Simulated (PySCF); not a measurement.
**cyclo-(Me2GeO)3: geometry, NMR shifts and electronic excitations**

Aim: predict the NMR shifts and electronic excitations of cyclo-(Me2GeO)3.

Computed with PySCF 2.14.0, with density-fitted response routines of our own, on a single molecule in the gas phase. Atoms count from 0, in the outputs and in this text.

## Step 1: Starting geometry

30 atoms, charge 0, multiplicity 1; geometry from: GFN2-xTB. The atoms were then displaced at random by about 0.03 Å, so the start is not that level's minimum.

Bonds of the start (Å): Ge0–C1 2.06, Ge0–C2 1.85, Ge0–O3 1.82, Ge0–O11 1.74, C1–H12 1.16, C1–H13 1.07, C1–H14 1.10, C2–H15 1.14, C2–H16 1.04, C2–H17 1.13, O3–Ge4 1.78, Ge4–C5 2.00, Ge4–C6 1.97, Ge4–O7 1.71, C5–H18 1.12, C5–H19 1.05, C5–H20 1.08, C6–H21 1.05, C6–H22 1.13, C6–H23 1.10, O7–Ge8 1.74, Ge8–C9 1.98, Ge8–C10 2.01, Ge8–O11 1.81, C9–H24 1.13, C9–H25 1.07, C9–H26 1.12, C10–H27 1.09, C10–H28 1.11, C10–H29 1.03.

## Step 2: Geometry optimisation at PBE0-D3(BJ)/def2-SVP

Job settings and geometry (Å):

```
{"job": {"xc": "PBE0", "basis": "def2-SVP", "d3": "d3bj", "grid": 1, "maxiter": 40, "shake": 0.03, "kind": "geom"}, "charge": 0, "multiplicity": 1}
Ge     0.895890    -0.381300    -1.614940
C     -0.129750     0.197600    -3.298980
C      2.577150    -1.129640    -1.767250
O      1.090830     1.154950    -0.655420
Ge     0.234020     1.594630     0.846320
C      1.694010     1.867110     2.188140
C     -0.957800     3.117770     0.494660
O     -0.705090     0.290560     1.426800
Ge    -1.065860    -1.302520     0.816990
C     -0.259760    -2.658090     2.016120
C     -3.026220    -1.418430     0.379610
O     -0.184540    -1.439490    -0.753460
H     -1.158290     0.690130    -3.082990
H      0.431360     0.936790    -3.828690
H     -0.290840    -0.699390    -3.907620
H      3.329900    -0.380270    -2.173340
H      2.601550    -1.989630    -2.352590
H      2.969510    -1.364400    -0.731680
H      2.281230     0.915650     2.287650
H      2.285290     2.678720     1.892110
H      1.240040     2.098900     3.138350
H     -0.403120     3.903120     0.069930
H     -1.713370     2.858510    -0.299460
H     -1.502870     3.440710     1.387890
H      0.855720    -2.484030     2.125910
H     -0.770950    -2.560990     2.953740
H     -0.383270    -3.700310     1.627270
H     -3.255170    -0.597440    -0.305250
H     -3.227780    -2.388800    -0.117540
H     -3.595350    -1.251490     1.224450
```

On the command line:

```console
$ OMP_NUM_THREADS=2 python probes_run.py task.json out
```

The driver reads the jobs from task.json and runs them one after another.

**Question.** This job is followed by: GIAO PBE0/pcSseg-1 Ge:pcSseg-2 NMR shielding, non-relativistic, gas phase; TDDFT wB97X-D/def2-SVPD, vertical, gas phase, core orbitals frozen in the response. Predict these results of the whole session: rotational constants (main isotopes); 13C shifts against TMS (PBE0/pcSseg-2+pcSseg-1, means over atoms taken as alike); 1H shifts against TMS (PBE0/pcSseg-2+pcSseg-1, means over atoms taken as alike); 17O shifts against H2O (PBE0/pcSseg-2+pcSseg-1, means over atoms taken as alike); shieldings of Ge (PBE0/pcSseg-2+pcSseg-1, a mean where the table joins atoms); surface potential, 1st and 99th percentile; lowest singlet (wB97X-D/def2-SVPD); lowest triplet.

The runs gave:

| quantity | value |
| --- | --- |
| rotational constants (main isotopes) | 0.47, 0.46, 0.30 GHz |
| 13C shifts against TMS (PBE0/pcSseg-2+pcSseg-1, means over atoms taken as alike) | 3.0 ppm |
| 1H shifts against TMS (PBE0/pcSseg-2+pcSseg-1, means over atoms taken as alike) | 0.42 ppm |
| 17O shifts against H2O (PBE0/pcSseg-2+pcSseg-1, means over atoms taken as alike) | 106.2 ppm |
| shieldings of Ge (PBE0/pcSseg-2+pcSseg-1, a mean where the table joins atoms) | Ge0 1238.8 ppm |
| surface potential, 1st and 99th percentile | -1.49 V and 0.70 V |
| lowest singlet (wB97X-D/def2-SVPD) | 7.29 eV (170 nm), f = 0.246 |
| lowest triplet | 6.96 eV |

In words: The start was shaken at random, so part of the energy gained undoes that. The optimisation took 22 steps and gained 1.039 eV; among the close pairs (by a distance rule), Ge0–C1 changed most, from 2.055 to 1.938 Å. At PBE0/pcSseg-2+pcSseg-1: The largest span, 177 ppm, is at Ge0, Ge4, Ge8, where the paramagnetic term is -1528 ppm. The first singlet state (HOMO→LUMO 0.79) lies at 7.29 eV and is bright. The lowest triplet lies 0.33 eV below the lowest singlet (triplets in Tamm-Dancoff, singlets in full TDDFT). Spin-orbit coupling is left out, which matters for shieldings and couplings at and beside the heavy atoms.
